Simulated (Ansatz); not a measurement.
# One shape, several levels: SnSe (SMILES [Se][Sn])

We compute a comparison of 6 runs (HF/STO-3G, PBE/STO-3G, SVWN5/STO-3G, UB3LYP/STO-3G, r2SCAN/STO-3G, MP2/STO-3G) of SnSe. 

The results are computed with Ansatz 0.2.0.

53 further runs of the same task are left out: 14 that didn't finish, 39 set aside as unsound or not needed.

## 1. The structure to begin with

SnSe has 2 atoms, charge 0, and is taken as a singlet. SMILES: `[Se][Sn]`. The Sn2–Se1 distance was set to 3.508 Å, away from the relaxed value.

Bond lengths: Se1–Sn2 3.508 Å.

## 2. A single-point energy at HF/STO-3G (run 1)

Contents of job.yaml:

```yaml
basis:
  gaussian: {orbitals: STO-3G}
crystal:
  periodic: [false, false, false]
  atoms:
    - {symbol: Se, position_ang: [0.000000, 0.000000, -1.169160]}
    - {symbol: Sn, position_ang: [0.000000, 0.000000, 2.338340]}
hamiltonian: {xc: hf}
accuracy: high
```

Launch:

```console
$ ansatz run job.yaml --threads 1 --pin off --max-ram 2610MiB --events-out events.jsonl --progress --plain --runs-dir runs
```

Output:

```text
Warning: RAYON_NUM_THREADS=1 ignored (pool sized by the plan → 1); use --threads N
Functional definition: HF
  name "HF"
  exchange = exact_x
  correlation = 0
669 factors; integrals over basis functions are off by at most 5.0e-9 eV
mean field evaluation 1: about -226838.4612 eV, gradient 1.9e1 eV
mean field evaluation 2: about -226838.4960 eV, gradient 1.9e1 eV
mean field evaluation 4: about -226845.2836 eV, gradient 2.1e1 eV
mean field evaluation 8: about -226849.2810 eV, gradient 1.4e1 eV
mean field evaluation 16: about -226851.5623 eV, gradient 2.1e-2 eV
mean field evaluation 32: about -226851.5599 eV, gradient 1.5e-1 eV
mean field evaluation 64: about -226850.3737 eV, gradient 5.8e0 eV
mean field -226851.56234960 eV, -8336.6411508362 hartree, gradient 1.4e-8 eV, S^2 0.000000; 1 other end points of the search recorded, 0 dependent functions left out
reference -226851.56234960 eV, -8336.6411508362 hartree; 42, 42 occupied and 3, 3 virtual orbitals, 669 factors
Total energy: -226851.56234960 eV, -8336.6411508362 hartree
```

Run time: 1.2 s. Hardware: 1 thread of Arm Neoverse V1, shared host; peak memory 0.1 GiB.

## 3. The energy at PBE/STO-3G (run 2)

Contents of molecule.yaml:

```yaml
crystal:
  periodic: [false, false, false]
  atoms:
    - {symbol: Se, position_ang: [0.000000, 0.000000, -1.169160]}
    - {symbol: Sn, position_ang: [0.000000, 0.000000, 2.338340]}
basis:
  gaussian:
    orbitals: STO-3G
hamiltonian:
  xc: pbe
accuracy: high
```

Launch:

```console
$ ansatz run molecule.yaml --threads 1 --pin off --max-ram 2610MiB --events-out events.jsonl --progress --plain --runs-dir runs
```

Output (excerpt; [...] marks lines left out):

```text
Warning: RAYON_NUM_THREADS=1 ignored (pool sized by the plan → 1); use --threads N
Functional definition: PBE
  name "PBE"
[...]
669 factors; integrals over basis functions are off by at most 5.0e-9 eV
[...]
mean field -226915.60519662 eV, -8338.9946820542 hartree, gradient 1.9e-8 eV, S^2 0.000000; 7 other end points of the search recorded, 0 dependent functions left out
reference -226915.60519857 eV, -8338.9946821258 hartree; 42, 42 occupied and 3, 3 virtual orbitals, 669 factors
Total energy: -226915.60519857 eV, -8338.9946821258 hartree
```

Run time: 8.7 s. Hardware: 1 thread of Arm Neoverse V1, shared host; peak memory 0.1 GiB.

Run 3 isn't shown in full; the table further down has it.

## 4. A single-point energy at UB3LYP/STO-3G (run 4)

Contents of in.yaml:

```yaml
basis:
  gaussian:
    orbitals: STO-3G
crystal:
  periodic: [false, false, false]
  atoms:
    - {symbol: Se, position_ang: [0.000000, 0.000000, -1.169160]}
    - {symbol: Sn, position_ang: [0.000000, 0.000000, 2.338340]}
magnetization:
  spin_polarized: true
hamiltonian:
  xc: {name: B3LYP}
accuracy: high
```

Launch:

```console
$ ansatz run in.yaml --threads 1 --pin off --max-ram 2610MiB --events-out events.jsonl --progress --plain --runs-dir runs
```

Output (excerpt; [...] marks lines left out):

```text
Warning: RAYON_NUM_THREADS=1 ignored (pool sized by the plan → 1); use --threads N
Functional definition: B3LYP
  name "B3LYP"
[...]
669 factors; integrals over basis functions are off by at most 5.0e-9 eV
[...]
mean field -226943.37026990 eV, -8340.0150296775 hartree, gradient 2.3e-8 eV, S^2 1.212652; 20 other end points of the search recorded, 0 dependent functions left out
reference -226943.37029934 eV, -8340.0150307592 hartree; 42, 42 occupied and 3, 3 virtual orbitals, 669 factors
Total energy: -226943.37029934 eV, -8340.0150307592 hartree
```

It took 29 s on 1 thread of Arm Neoverse V1, shared host; peak memory 0.23 GiB.

Run 5 isn't shown in full; the table further down has it.

## 5. The energy at MP2/STO-3G (run 6)

Contents of input.yaml:

```yaml
crystal:
  periodic: [false, false, false]
  atoms:
    - {symbol: Se, position_ang: [0.000000, 0.000000, -1.169160]}
    - {symbol: Sn, position_ang: [0.000000, 0.000000, 2.338340]}
basis:
  gaussian: {orbitals: STO-3G}
total_charge: 0
correlation: {method: mp2, frozen_orbitals: {Se: 9, Sn: 18}}
accuracy: high
```

Launch:

```console
$ ansatz run input.yaml --threads 1 --pin off --max-ram 2610MiB --events-out events.jsonl --progress --plain --runs-dir runs
```

Output (excerpt; [...] marks lines left out):

```text
Warning: RAYON_NUM_THREADS=1 ignored (pool sized by the plan → 1); use --threads N
[... 2 set-up lines as earlier in the session ...]
[...]
669 factors; integrals over basis functions are off by at most 5.0e-9 eV
[...]
mean field -226851.56234960 eV, -8336.6411508362 hartree, gradient 1.4e-8 eV, S^2 0.000000; 11 other end points of the search recorded, 0 dependent functions left out; unrestricted orbitals would lower it
[...]
unrestricted determinant -226853.48901897 eV, -8336.7119546296 hartree, S^2 1.4665
27 core orbitals not correlated: weight in the atoms' cores, before any rotation towards them, 1.000 or more for the frozen orbitals, at most 0.000 for the correlated occupied ones
reference -226851.56234960 eV, -8336.6411508362 hartree; 15, 15 occupied and 3, 3 virtual orbitals, 669 factors
second order -0.93035076 eV of doubles, -0.00000000 eV of singles
WARN: the method's energy lies above the unrestricted determinant's, so it is not that of the lowest state
Total energy: -226852.49270037 eV, -8336.6753405962 hartree
```

It took 4.8 s on 1 thread of Arm Neoverse V1, shared host; peak memory 0.15 GiB.

## 6. Overview of the runs

| run | level | frozen core orbitals | energy (Eh) | wall time |
| --- | --- | --- | --- | --- |
| 1 | HF/STO-3G | – | -8336.641151 | 1.2 s |
| 2 | PBE/STO-3G | – | -8338.994682 | 8.7 s |
| 3 | SVWN5/STO-3G | – | -8330.655969 | 4.8 s |
| 4 | UB3LYP/STO-3G | – | -8340.015031 | 29 s |
| 5 | r2SCAN/STO-3G | – | -8340.278419 | 22 s |
| 6 | MP2/STO-3G | 27 | -8336.675341 | 4.8 s |

## 7. Outcome

| quantity | value |
| --- | --- |
| run 6: total energy | -8336.67534 Eh |
| run 6: correlation energy (27 core orbitals frozen) | -34.2 mEh |

Totals of different functionals can't be ranked against each other. In run 6 the log says that unrestricted orbitals would lower the reference, so the values rest on an unstable closed-shell determinant (other closed-shell runs at this shape may share the fault). In runs 1, 2, 3, 4, 5, 6 the basis is minimal, so the values are rough. In runs 1, 2, 3, 4, 5, 6 relativity is left out where basis or elements ask for it. Spin contamination of the reference: run 4 ⟨S²⟩ = 1.21. Where it is this large, the reference is a mixture of spin states, and values that rest on it are in doubt. All runs together took 71 s, the longest 29 s.
